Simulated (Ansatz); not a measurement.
# KC: strong compression

Aim: compress KC step by step, far beyond the usual range, and follow pressure and electronic structure. Methods of the runs shown: PAW. Its runs: volume scaled by 1 (PAW); volume scaled by 0.9 (PAW); volume scaled by 0.75 (PAW); volume scaled by 0.5 (PAW).

Computed with Ansatz 0.2.0 (DFT, PBE, PAW with Ansatz's default frozen-core files, scalar-relativistic, unless a step's input says otherwise).

4 further runs of the same task are left out: 4 set aside as unsound or not needed.

**1. The structure to begin with**

The structure is trigonal, space group R-3m (No. 166). Conventional cell: a = 5.645 Å, b = 5.645 Å, c = 6.970 Å, α = 90.00°, β = 90.00°, γ = 120.00°. Around K (site symmetry -3m) lie 8 C at 3.46 to 3.49 Å. C (site symmetry -3m) is surrounded by 8 K at 3.46 to 3.49 Å.

Coordinates:

```cif
data_structure
_symmetry_space_group_name_H-M 'P 1'
_symmetry_Int_Tables_number 1
_cell_length_a 4.0022
_cell_length_b 4.0022
_cell_length_c 4.0046
_cell_angle_alpha 90.273
_cell_angle_beta 90.273
_cell_angle_gamma 89.637
_cell_volume 64.14
loop_
_atom_site_label
_atom_site_type_symbol
_atom_site_fract_x
_atom_site_fract_y
_atom_site_fract_z
_atom_site_occupancy
K1 K 0.00000 0.00000 0.00000 1
C1 C 0.50000 0.50000 0.50000 1
```

Whether this phase is the stable one at these pressures isn't tested.

Atoms are numbered in the order of the input: K1, C2.

**2. Volume scaled by 1, PAW**

The input, input.yaml:

```yaml
crystal:
  lattice:
    - [2.7471806311, -2.8210016961, 0.7159843402]
    - [2.7471806311, 2.8210016961, 0.7159843402]
    - [-1.0360148126, 0.0, 3.8682883512]
  atoms:
    - { symbol: K, position: [0.0, 0.0, 0.0] }
    - { symbol: C, position: [0.5, 0.5, 0.5] }
kpoints:
  mp_grid: { grid: [10, 10, 10] }
  band_path:
    path:
      - [0.0, 0.0, 0.0]
      - [-0.4968601488, 0.4968601488, 0.0]
      - [-0.5031398512, -0.4968601488, 0.0]
      - [-0.5, -0.5, 0.0]
      - [0.0, 0.0, 0.0]
      - [-0.5, -0.5, 0.5]
      - [-0.5054945751, -0.4945054249, 0.5]
      - [-0.4945054249, 0.4945054249, 0.5]
      - [0.0, 0.0, 0.5]
    npoints: 6
scf:
  occupations: { method: fermi_dirac, width: 0.05 }
hamiltonian:
  xc: pbe
  pseudopotentials: { kind: paw }
output:
  forces: true
  stress: true
  eigenvalues: true
  efg: { contact_densities: true }
  populations: true
  write_density: true
  write_potential: true
  elf: true
  volumetric_format: npy
```

Launch:

```
> ansatz run input.yaml --threads 1 --pin off --max-ram 2048MiB --backend cpu --events-out ev --progress --plain --runs-dir out
```

**3. Volume scaled by 0.9, PAW**

The input, input.yaml:

```yaml
crystal:
  lattice:
    - [2.6433198634, -2.7307952606, 0.6993154898]
    - [2.6433198634, 2.7307952606, 0.6993154898]
    - [-0.9862911101, 0.0, 3.7377428408]
  atoms:
    - { symbol: K, position: [0.0, 0.0, 0.0] }
    - { symbol: C, position: [0.5, 0.5, 0.5] }
kpoints:
  mp_grid: { grid: [10, 10, 10] }
  band_path:
    path:
      - [0.0, 0.0, 0.0]
      - [0.4993667813, -0.4993667813, 0.0]
      - [-0.4993667813, -0.5006332187, 0.0]
      - [-0.5, -0.5, 0.0]
      - [0.0, 0.0, 0.0]
      - [-0.5, -0.5, -0.5]
      - [-0.4991405486, -0.5008594514, -0.5]
      - [0.4991405486, -0.4991405486, -0.5]
      - [0.0, 0.0, -0.5]
    npoints: 6
scf:
  occupations: { method: fermi_dirac, width: 0.05 }
hamiltonian:
  xc: pbe
  pseudopotentials: { kind: paw }
output:
  forces: true
  stress: true
  eigenvalues: true
  efg: { contact_densities: true }
  populations: true
```

**4. Volume scaled by 0.75, PAW**

The input, input.yaml:

```yaml
crystal:
  lattice:
    - [2.4846771157, -2.5679321412, 0.6552660173]
    - [2.4846771157, 2.5679321412, 0.6552660173]
    - [-0.9292075825, 0.0, 3.5247638649]
  atoms:
    - { symbol: K, position: [0.0, 0.0, 0.0] }
    - { symbol: C, position: [0.5, 0.5, 0.5] }
kpoints:
  mp_grid: { grid: [10, 10, 10] }
  band_path:
    path:
      - [0.0, 0.0, 0.0]
      - [0.4996699079, -0.4996699079, 0.0]
      - [-0.4996699079, -0.5003300921, 0.0]
      - [-0.5, -0.5, 0.0]
      - [0.0, 0.0, 0.0]
      - [-0.5, -0.5, -0.5]
      - [-0.4996369441, -0.5003630559, -0.5]
      - [0.4996369441, -0.4996369441, -0.5]
      - [0.0, 0.0, -0.5]
    npoints: 6
scf:
  occupations: { method: fermi_dirac, width: 0.05 }
hamiltonian:
  xc: pbe
  pseudopotentials: { kind: paw }
output:
  forces: true
  stress: true
  eigenvalues: true
  efg: { contact_densities: true }
  populations: true
```

**5. Volume scaled by 0.5, PAW**

The input, input.yaml:

```yaml
crystal:
  lattice:
    - [2.1220672576, -2.1804811706, 0.5315329246]
    - [2.1220672576, 2.1804811706, 0.5315329246]
    - [-0.8221264738, 0.0, 3.2596156998]
  atoms:
    - { symbol: K, position: [0.0, 0.0, 0.0] }
    - { symbol: C, position: [0.5, 0.5, 0.5] }
kpoints:
  mp_grid: { grid: [10, 10, 10] }
  band_path:
    path:
      - [0.0, 0.0, 0.0]
      - [-0.4983708814, 0.4983708814, 0.0]
      - [-0.5016291186, -0.4983708814, 0.0]
      - [-0.5, -0.5, 0.0]
      - [0.0, 0.0, 0.0]
      - [-0.5, -0.5, 0.5]
      - [-0.5021572279, -0.4978427721, 0.5]
      - [-0.4978427721, 0.4978427721, 0.5]
      - [0.0, 0.0, 0.5]
    npoints: 6
scf:
  occupations: { method: fermi_dirac, width: 0.05 }
hamiltonian:
  xc: pbe
  pseudopotentials: { kind: paw }
output:
  forces: true
  stress: true
  eigenvalues: true
  efg: { contact_densities: true }
  populations: true
```

(Steps that only read results are left out.)

Before running it: what results should come out? Wanted: PAW pressure at 0.5 of the volume.

**Answer**, as computed:

| quantity | value |
| --- | --- |
| PAW pressure at 0.5 of the volume | 11.4 GPa |

**Reading.** By PAW the pressure climbs to 11.4 GPa at 0.5 of the first volume. A third-order Birch-Murnaghan fit found no sensible minimum. No all-electron run checks these rows here, and frozen cores can fail under such compression. The ions are at rest, and the electrons smeared by 0.05 eV.
